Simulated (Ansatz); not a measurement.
HfIn4SiO6:

```
Hf In Si O
1.0
     5.27743    0.00000    0.00000
    -2.63872    4.57039    0.00000
     0.00000    0.00000   10.55905
Hf In Si O
1 4 1 6
Direct
  0.66667 0.33333 0.00000
  0.00000 0.00000 0.30446
  0.00000 0.00000 0.69554
  0.33333 0.66667 0.78919
  0.33333 0.66667 0.21081
  0.00000 0.00000 0.00000
  0.97300 0.70496 0.89972
  0.29504 0.02700 0.10028
  0.29504 0.26804 0.89972
  0.73196 0.70496 0.10028
  0.73196 0.02700 0.89972
  0.97300 0.26804 0.10028
```

The cell was built by a generator and needn't be a form met in nature.

Base run:

```yaml
Program: Ansatz 0.2.0
Functional: PBE
Potentials_or_basis: all-electron LAPW, scalar-relativistic
Cutoff: 388 eV (chosen from the basis error)
Basis_error_allowed: 0.002 eV/atom
k_mesh: 4 × 4 × 2
Occupations: fermi-dirac, width 0.05 eV
Spin: no spin polarisation
Hubbard_terms: Hf d U = 6 eV
```

Its results: band gap on the k mesh 0.36 eV, indirect (least direct gap 1.79 eV); pressure 1.1 GPa; largest force 0.408 eV/Å.

**Question.** The run is repeated on the same cell with these changes: hubbard terms from Hf d U = 6 eV to Hf d U = 3 eV. What comes out?

**Answer.** Band gap on the k mesh 0.36 eV, indirect (least direct gap 1.77 eV); pressure 0.5 GPa; largest force 0.189 eV/Å.

Caveats: U is the effective U less J, on atomic orbitals that reach past the spheres; spin-orbit coupling is left out, which moves the levels of the heavy elements.

A k mesh can miss the band edges.
